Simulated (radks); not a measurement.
# Tc²⁺ in [Ar] 3d10 4s2 4p5 4d5 5p1: an all-electron calculation

Aim: the levels, the sizes of the orbitals and the parts of the energy of the technetium ion Tc2+.

The numbers are computed with radks (a radial shooting solver on a logarithmic mesh, Libxc functionals) version 1 (Dirac Kohn-Sham, exchange-only LDA, spin-unpolarised, spherical densities, finite nucleus; open shells fill j = l - 1/2 first), except any that are marked as measured or tabulated.

## 1. The system

| Item | Value |
| --- | --- |
| element | technetium (Z = 43) |
| charge | +2 |
| electrons | 41 |
| configuration | [Ar] 3d10 4s2 4p5 4d5 5p1 |
| nuclear rms radius | 4.4112 fm |

## 2. The calculation

Settings of this run:

```text
Z 43
configuration [Ar] 3d10 4s2 4p5 4d5 5p1
relativity Dirac
functional lda,
spin unpolarised
j_filling energy
nucleus finite rms 4.4112 fm
c 137.035999084
```

What does the calculation give?

**Answer**, as computed:

```
                        quantity                   value
                    total energy     -4275.32599 hartree
exchange-correlation share of it                  2.79 %
                            −T/E                  1.0391
          highest occupied level       5p1/2, -14.578 eV
    most extended occupied level  5p1/2, <r> = 3.20 bohr
 radius at density 0.001 e/bohr³               4.19 bohr
    maxima of the radial density                       4
```

What this shows: 5 principal shells are occupied and 4 maxima appear in the radial density; where shells overlap, one shows as a shoulder or not at all. −T/E is 1.039: with relativity the kinetic term as defined here no longer equals −E. This is not the tabulated ground configuration, so its levels and sizes aren't those of the ground state, and no measured value stands beside it.
